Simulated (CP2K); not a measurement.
Runs of CP2K 2026.2 on HPbNO4. The typed cell holds 7 atoms: a = 4.275 Å, b = 5.609 Å, c = 5.670 Å, α = 100.02°, β = 111.92°, γ = 111.82°. The cell was built by a generator and needn't be a form met in nature.

```csv
task,level,potentials or basis,cell,k mesh,k points reduced by the point group,points a segment of the path (NPOINTS),bands added on the path,CUTOFF of the grids,EXTRAPOLATION,gap on the mesh (eV),pressure (GPa),relaxed volume (Å³/atom),largest force (eV/Å)
band structure,r2SCAN,"POTENTIAL_UZH H GTH-PBE-q1, Pb GTH-PBE-q4, N GTH-PBE-q5, O GTH-PBE-q6; TZVP-MOLOPT-PBE-GTH basis",as given,8 × 6 × 6,yes,10,6,1000 Ry,-,3.11,-0.2,-,0.24
relaxation of cell and atoms,PBEsol,"POTENTIAL_UZH H GTH-PBE-q1, Pb GTH-PBE-q4, N GTH-PBE-q5, O GTH-PBE-q6; DZVP-MOLOPT-PBE-GTH basis",relaxed,6 × 4 × 4,-,-,-,600 Ry,USE_PREV_P,2.56,0.0,14.67,-
band structure,SCAN,"POTENTIAL_UZH H GTH-PBE-q1, Pb GTH-PBE-q4, N GTH-PBE-q5, O GTH-PBE-q6; TZVP-MOLOPT-PBE-GTH basis",as given,8 × 6 × 6,yes,10,6,1000 Ry,-,(a),-0.3,-,(c)
band structure,LDA,"POTENTIAL_UZH H GTH-PBE-q1, Pb GTH-PBE-q4, N GTH-PBE-q5, O GTH-PBE-q6; TZVP-MOLOPT-PBE-GTH basis",as given,8 × 6 × 6,yes,10,6,1000 Ry,-,2.69,-0.9,-,0.75
band structure,RPBE,"POTENTIAL_UZH H GTH-PBE-q1, Pb GTH-PBE-q4, N GTH-PBE-q5, O GTH-PBE-q6; TZVP-MOLOPT-PBE-GTH basis",as given,8 × 6 × 6,yes,10,6,1000 Ry,-,(b),2.9,-,0.63
band structure,TB-mBJ,"POTENTIAL_UZH H GTH-PBE-q1, Pb GTH-PBE-q4, N GTH-PBE-q5, O GTH-PBE-q6; TZVP-MOLOPT-PBE-GTH basis",as given,8 × 6 × 6,yes,10,6,1000 Ry,-,3.26,-,-,-
relaxation of cell and atoms,RPBE,"POTENTIAL_UZH H GTH-PBE-q1, Pb GTH-PBE-q4, N GTH-PBE-q5, O GTH-PBE-q6; DZVP-MOLOPT-PBE-GTH basis",relaxed,6 × 4 × 4,-,-,-,600 Ry,USE_PREV_P,3.22,0.0,17.25,0.03
band structure,PBEsol,"POTENTIAL_UZH H GTH-PBE-q1, Pb GTH-PBE-q4, N GTH-PBE-q5, O GTH-PBE-q6; TZVP-MOLOPT-PBE-GTH basis",as given,8 × 6 × 6,yes,10,6,1000 Ry,-,2.75,0.2,-,0.46
```

Alike in all rows: no spin polarisation; smearing fermi-dirac 0.05 eV.

Estimate the missing entries.

(a) 3.24; (b) 2.83; (c) 0.25.

Caveats: the potentials were made for another functional, which shifts forces and pressure; spin-orbit coupling is left out, which as a rule narrows the gap of such compounds by several tenths of an eV; the basis of atomic orbitals isn't converged, which shifts pressures, moduli and gaps; the forces don't sum to zero, a sign of grid noise (some runs); this is a model potential without an energy functional, so only levels have meaning (some runs).

A k mesh can miss the band edges, and the runs leave out spin-orbit coupling on Pb.

Runs at the PBE level aren't shown here.
